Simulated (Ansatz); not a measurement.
**CH₆BNOS: one species, many methods**

An exercise on one series of results from a longer session: the logs are not shown, and one member is left open.

Method: functionals in def2-TZVPP, the program's frozen cores in correlated methods; program: Ansatz 0.2.0, Gaussian basis.

The runs, in order: PBE-D4, r2SCAN-D4, PBE0-D4, B3LYP-D4, ωB97X-V, ωB97M-V, B2PLYP; CCSD(T)/def2-TZVPP; MP2/def2-QZVPP; extrapolation to the limit.

## The relaxed structure

All runs share one geometry, relaxed beforehand with PBE0-D4 in a triple-zeta def2 set.

SMILES `BOC(N)S`, 11 atoms, charge 0, spin multiplicity 1.

Atoms are counted from 1 here; the program's logs count them from 0.

Bond lengths: B1–O2 1.343 Å, B1–H6 1.195 Å, B1–H7 1.203 Å, O2–C3 1.431 Å, C3–N4 1.411 Å, C3–S5 1.817 Å, C3–H8 1.093 Å, N4–H9 1.011 Å, N4–H10 1.012 Å, S5–H11 1.342 Å. Angles: O2–B1–H6 117.1°, O2–B1–H7 120.0°, H6–B1–H7 122.9°, B1–O2–C3 121.2°, O2–C3–N4 113.4°, O2–C3–S5 109.5°, O2–C3–H8 108.1°, N4–C3–S5 106.3°, N4–C3–H8 109.6°, S5–C3–H8 110.0°, C3–N4–H9 112.0°, C3–N4–H10 111.6°, H9–N4–H10 110.0°, C3–S5–H11 95.8°.

Geometry (Å):

```
B    -1.3833    1.1168   -0.3459
O    -0.1026    0.8330   -0.0567
C     0.3514   -0.5204    0.0490
N     0.9504   -0.8146    1.2921
S     1.6194   -0.8341   -1.2135
H    -1.6867    2.2717   -0.3989
H    -2.1694    0.2260   -0.5361
H    -0.5061   -1.1788   -0.1103
H     0.2804   -0.7934    2.0489
H     1.7185   -0.1870    1.4928
H     0.9933   -0.1762   -2.2010
```

Set-up of the first run:

The input, in.yaml:

```yaml
crystal:
  periodic: [false, false, false]
  atoms:
    - {symbol: B, position_ang: [-1.383326, 1.116832, -0.345877]}
    - {symbol: O, position_ang: [-0.102612, 0.832980, -0.056665]}
    - {symbol: C, position_ang: [0.351371, -0.520396, 0.049035]}
    - {symbol: N, position_ang: [0.950373, -0.814570, 1.292133]}
    - {symbol: S, position_ang: [1.619397, -0.834123, -1.213514]}
    - {symbol: H, position_ang: [-1.686706, 2.271721, -0.398934]}
    - {symbol: H, position_ang: [-2.169450, 0.226046, -0.536063]}
    - {symbol: H, position_ang: [-0.506062, -1.178817, -0.110253]}
    - {symbol: H, position_ang: [0.280430, -0.793361, 2.048902]}
    - {symbol: H, position_ang: [1.718451, -0.187024, 1.492849]}
    - {symbol: H, position_ang: [0.993335, -0.176189, -2.201011]}
basis:
  gaussian: {orbitals: def2-TZVPP}
hamiltonian: {xc: pbe, dispersion: d4}
output: {forces: true, orbitals: {seedname: orbitals}}
```

Run with:

```sh
$ ansatz run in.yaml --threads 4 --pin off --events-out ev --progress --plain --max-ram 10444MiB
```

Steps of the session up to this table: PBE-D4 (GGA); r2SCAN-D4 (meta-GGA); PBE0-D4 (hybrid); B3LYP-D4 (hybrid); ωB97X-V (range-separated); ωB97M-V (range-separated); B2PLYP (double hybrid); CCSD(T) in def2-TZVPP; MP2 in def2-QZVPP.

One table of the session follows, with a row left open; its other results are not shown here.

It belongs to the step «Atomisation energies». 

```
            method  atomisation energy (eV)
            PBE-D4                   42.329
         r2SCAN-D4                   41.323
           PBE0-D4                   41.350
          B3LYP-D4                   41.344
           ωB97X-V                   41.428
           ωB97M-V                   41.529
            B2PLYP                   40.814
     HF/def2-TZVPP                   28.844
    MP2/def2-TZVPP                        ?
   CCSD/def2-TZVPP                   39.264
CCSD(T)/def2-TZVPP                   39.967
           MP2/CBS                   41.923
       CCSD(T)/CBS                   41.155
```

**Question.** Estimate the row for MP2/def2-TZVPP.

The run gave: atomisation energy (eV): 40.734. In the column «atomisation energy (eV)» it lies between CCSD(T)/def2-TZVPP (39.967) and B2PLYP (40.814).

Caveats from the session: Free atoms (1 B, 1 O, 1 C, 1 N, 1 S, 6 H) were run apart at each level; the atomisation energy is their sum less the molecule, without zero-point or spin-orbit terms.
